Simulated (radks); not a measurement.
**Pt⁺ in [Kr] 4d10 4f14 5s1 5p6 5d9 5f1: an all-electron calculation**

Aim: the levels, the sizes of the orbitals and the parts of the energy of the platinum ion Pt+.

The numbers are computed with radks (a radial shooting solver on a logarithmic mesh, Libxc functionals) version 1 (scalar-relativistic Kohn-Sham, AM05, spin-unpolarised, spherical densities, finite nucleus), except any that are marked as measured or tabulated.

**1. The atom as given**

| Property | Result |
| --- | --- |
| element | platinum (Z = 78) |
| charge | +1 |
| electrons | 77 |
| configuration | [Kr] 4d10 4f14 5s1 5p6 5d9 5f1 |
| nuclear rms radius | 5.427 fm |

Outer shells as boxes (Hund's rule):

Pt⁺
```
[Kr] core
4d [↑↓][↑↓][↑↓][↑↓][↑↓]
4f [↑↓][↑↓][↑↓][↑↓][↑↓][↑↓][↑↓]
5s [↑ ]
5p [↑↓][↑↓][↑↓]
5d [↑↓][↑↓][↑↓][↑↓][↑ ]
5f [↑ ][  ][  ][  ][  ][  ][  ]
```

**2. The run**

Settings of this run:

```text
Z 78
configuration [Kr] 4d10 4f14 5s1 5p6 5d9 5f1 6s0 6p0
relativity scalar-relativistic
functional am05,am05
spin unpolarised
nucleus finite rms 5.427 fm
c 137.035999084
```

Launch:

```bash
$ python run_ks.py task.json out
```

The same process makes all the runs of this session.

Q: Predict the outcome of this run.

**Answer**, as computed:

```
                        quantity                value
                    total energy  -18395.2967 hartree
exchange-correlation share of it               1.87 %
                            −T/E               1.1144
          highest occupied level        5f, -2.484 eV
    most extended occupied level  5f, <r> = 8.64 bohr
 radius at density 0.001 e/bohr³            3.59 bohr
    maxima of the radial density                    5
```

What this shows: 5 principal shells are occupied and 5 maxima appear in the radial density. Relativity lifts −T/E to 1.114. This is not the tabulated ground configuration, so its levels and sizes aren't those of the ground state, and no measured value stands beside it.
